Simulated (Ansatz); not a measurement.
This script for Ansatz 0.2.0, Python API starts 3 runs on ZnMo3, space group Pm-3m. What input does the engine get in each?

`edit_znmo3.py`
```python
# -*- coding: utf-8 -*-
'''Keys set on an Input object, for ZnMo3.'''

import warnings

import ansatz
import numpy as np

warnings.simplefilter('ignore', ansatz.DeckWarning)

vectors = np.array([
    [3.943154, 0.0, 0.0],
    [0.0, 3.943154, 0.0],
    [0.0, 0.0, 3.943154],
])
system = (
    ansatz.Lattice.of(vectors)
    .atom('Zn', (0.0, 0.0, 0.0))
    .atom('Mo', (0.0, 0.5, 0.5))
    .atom('Mo', (0.5, 0.0, 0.5))
    .atom('Mo', (0.5, 0.5, 0.0))
)

setup = system.calculation()
setup = setup.functional('pbe', dispersion='D3(BJ)')
setup = setup.basis(510)
setup = setup.kpoints(mesh=(5, 5, 5)).occupations('methfessel_paxton', width=0.15)
setup = setup.band_table()
typed = setup.input()
rows = []
for value in [1, 2, 3]:
    edited = typed.set(ansatz.key.basis.xc_grid, value)
    rep = ansatz.Session.from_dict(edited).plan().execute().report
    rows.append((value, rep['free_energy_ev'], rep['n_iterations'], len(rep['eigenvalues_ev'][0]) if 'eigenvalues_ev' in rep else 0))
print('       xc grid            F eV      iterations    bands listed')
for row in rows:
    print(f'{str(row[0]):>14s}  {row[1]:14.5f}  {row[2]:14d}  {row[3]:14d}')
print(edited.to_yaml())
```

Run 1:
```yaml
crystal:
  lattice:
    - [3.943154, 0.0, 0.0]
    - [0.0, 3.943154, 0.0]
    - [0.0, 0.0, 3.943154]
  atoms:
    - { symbol: Zn, position: [0.0, 0.0, 0.0] }
    - { symbol: Mo, position: [0.0, 0.5, 0.5] }
    - { symbol: Mo, position: [0.5, 0.0, 0.5] }
    - { symbol: Mo, position: [0.5, 0.5, 0.0] }
basis:
  ecutwfc: 510.0
  xc_grid: 1
kpoints:
  mp_grid:
    grid: [5, 5, 5]
hamiltonian:
  xc: pbe
  dispersion: d3bj
scf:
  occupations:
    method: methfessel_paxton
    width: 0.15
output:
  eigenvalues: true
```

Run 2, against run 1:
```diff
-  xc_grid: 1
+  xc_grid: 2
```

Run 3, against run 1:
```diff
-  xc_grid: 1
+  xc_grid: 3
```

```console
$ python edit_znmo3.py
       xc grid            F eV      iterations    bands listed
             1    -18188.84377               7              33
             2    -18188.84377               7              33
             3    -18188.84377               7              33
crystal:
  lattice:
    - [3.943154, 0.0, 0.0]
    - [0.0, 3.943154, 0.0]
    - [0.0, 0.0, 3.943154]
  atoms:
    - { symbol: Zn, position: [0.0, 0.0, 0.0] }
    - { symbol: Mo, position: [0.0, 0.5, 0.5] }
    - { symbol: Mo, position: [0.5, 0.0, 0.5] }
    - { symbol: Mo, position: [0.5, 0.5, 0.0] }
basis:
  ecutwfc: 510.0
  xc_grid: 3
kpoints:
  mp_grid:
    grid: [5, 5, 5]
hamiltonian:
  xc: pbe
  dispersion: d3bj
scf:
  occupations:
    method: methfessel_paxton
    width: 0.15
output:
  eigenvalues: true
```

Absolute energies stand on the zero of these potentials, so only differences at equal settings mean something. A total without «per atom» is that of the whole cell that was run. Dispersion corrections can be off by several per cent in the lattices of metals, and by several GPa in the pressure at a fixed cell. For a metal this k-point mesh is coarse: on a finer one energies can move by several to tens of meV an atom and pressures by half a GPa or more, differences at one mesh by less. This cell is a computed structure, which may not be the phase found in nature. Timing: 4.8 s on 1 thread of Arm Neoverse V1 (shared host), peak memory 0.41 GiB.
